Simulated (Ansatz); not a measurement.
# ZnSi2N2: the cost of one run

Method: DFT PBE, scalar-relativistic, plane waves, PAW, in Ansatz 0.2.0.

### 1 The system as given

Symmetry: P4/mmm, No. 123, tetragonal system. The conventional cell has a = 3.757 Å, b = 3.757 Å, c = 5.096 Å, α = 90.00°, β = 90.00°, γ = 90.00°. Zn (site symmetry 4/mmm) has 8 Si at 2.92 Å and 8 N at 3.17 Å as nearest neighbours. Si (site symmetry 4mm) is surrounded by 4 N at 2.30 Å and 2 Si at 2.45 to 2.65 Å and 4 Zn at 2.92 Å. Around N (site symmetry mmm) lie 4 Si at 2.30 Å and 4 N at 2.66 Å and 4 Zn at 3.17 Å.

Structure file:

```xyz
5
Lattice="3.7565 0.0000 0.0000 0.0000 3.7565 0.0000 0.0000 0.0000 5.0956" Properties=species:S:1:pos:R:3 pbc="T T T"
Zn    0.0000    0.0000    0.0000
Si    1.8783    1.8783    1.2229
Si    1.8783    1.8783    3.8727
N     0.0000    1.8783    2.5478
N     1.8783    0.0000    2.5478
```

The cell is invented: species swapped into a database cell of CeMg2Si2 (P4/mmm, No. 123), with Zn on the Ce sites and N on the Mg sites. The dimensions are guesses.

### 2 Probe: one point on a coarse mesh

Input file input.yaml:

```yaml
crystal:
  lattice:
    - [3.75652344, 0.0, 0.0]
    - [0.0, 3.75652344, 0.0]
    - [0.0, 0.0, 5.09561344]
  atoms:
    - { symbol: Zn, position: [0.0, 0.0, 0.0] }
    - { symbol: Si, position: [0.5, 0.5, 0.23999999] }
    - { symbol: Si, position: [0.5, 0.5, 0.76000001] }
    - { symbol: "N", position: [0.0, 0.5, 0.5] }
    - { symbol: "N", position: [0.5, 0.0, 0.5] }
basis:
  ecutwfc: 420
kpoints:
  mp_grid: { grid: [4, 4, 4] }
hamiltonian:
  xc: pbe
scf:
  occupations: { method: gaussian, width: 0.1 }
  lower_state_search: "off"
output:
  forces: true
  stress: true
  eigenvalues: true
```

Started as:

```bash
ansatz run input.yaml --threads 1 --pin off --max-ram 2560MiB --backend cpu --events-out ev --progress --plain --runs-dir out
```

Q: Estimate wall time and peak memory on 1 thread of Intel Xeon at 2.70GHz, shared host.

About 2.2 s, with a peak of 0.36 GiB.
